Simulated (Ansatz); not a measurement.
# F2Ni: the cost of one run

Program: Ansatz 0.2.0. Level of theory: DFT unrestricted PBE, scalar-relativistic (X2C), Gaussian basis x2c-TZVPPall, and further levels as typed in the inputs. These are calculated values, not measurements.

2 further runs of the same task are left out: 2 that didn't finish.

## (1) The starting structure

Bond lengths: Ni1–F2 1.757 Å, Ni1–F3 1.746 Å. Angles: F2–Ni1–F3 148.8°.

As a file:

```xyz
3

Ni    0.0028   -0.0185    0.0062
F     0.0115    0.4602    1.6970
F    -0.0011    0.4462   -1.6766
```

## (2) Relaxing the atoms: F2Ni

input.yaml

```yaml
relax:
  f_tol: 0.001
  max_steps: 200
crystal:
  periodic: [false, false, false]
  atoms:
    - { symbol: Ni, position_ang: [0.002763, -0.018546, 0.006239] }
    - { symbol: F, position_ang: [0.011453, 0.460172, 1.696966] }
    - { symbol: F, position_ang: [-0.001117, 0.446179, -1.676613] }
magnetization:
  spin_polarized: true
  initial_magnetization: 2
basis:
  gaussian: { orbitals: x2c-TZVPPall }
hamiltonian:
  xc: pbe
output:
  orbitals: {}
```

The run is started by

```sh
> ansatz run input.yaml --threads 4 --pin off --max-ram 8192MiB --backend cpu --events-out ev --progress --plain --runs-dir out
```

**Question.** How long does this run take on 4 threads of Arm Neoverse V1, shared host, and how much memory does it need?

About 29 s, with a peak of 0.29 GiB.
